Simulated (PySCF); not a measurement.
# CH7BClNSi: the cost of one run

The runs use PySCF 2.14.0, with density-fitted response routines of our own; the level of theory stands in each step. All values are computed, except where a source is named. Atoms count from 0, in the outputs and in this text.

## (1) Starting geometry

12 atoms, charge 0, multiplicity 1; geometry from: GFN2-xTB. The atoms were then displaced at random by about 0.01 Å, so the start is not that level's minimum.

Bonds of the start (Å): N0–B1 1.37, B1–C2 1.57, C2–Si3 1.94, Si3–Cl4 2.01, N0–H5 1.04, N0–H6 0.99, B1–H7 1.18, C2–H8 1.07, C2–H9 1.10, Si3–H10 1.43, Si3–H11 1.48.

## (2) Geometry optimisation at PBE0-D3(BJ)/def2-SVP

Job settings and geometry (Å):

```
{"job": {"xc": "PBE0", "basis": "def2-SVP", "d3": "d3bj", "grid": 1, "shake": 0.01, "kind": "geom"}, "charge": 0, "multiplicity": 1}
N     -1.977760     0.093860     0.137280
B     -0.962050    -0.008040    -0.769290
C      0.331060    -0.793420    -0.355300
Si     1.626720     0.319080     0.563440
Cl     2.042980     1.938050    -0.550890
H     -2.850940     0.629420    -0.058020
H     -1.975160    -0.283370     1.056980
H     -1.046130     0.507980    -1.824980
H      0.846790    -1.209590    -1.200510
H      0.112780    -1.628380     0.324700
H      2.839490    -0.399240     0.824750
H      1.051900     0.805390     1.842800
```

Launch:

```bash
$ OMP_NUM_THREADS=1 python probes_run.py task.json out
```

The driver reads the jobs from task.json and runs them one after another.

**Question.** How long does this first job take on 1 thread of Arm Neoverse V2, shared host, and how much memory does it need?

About 47 s, with a peak of 0.47 GiB.
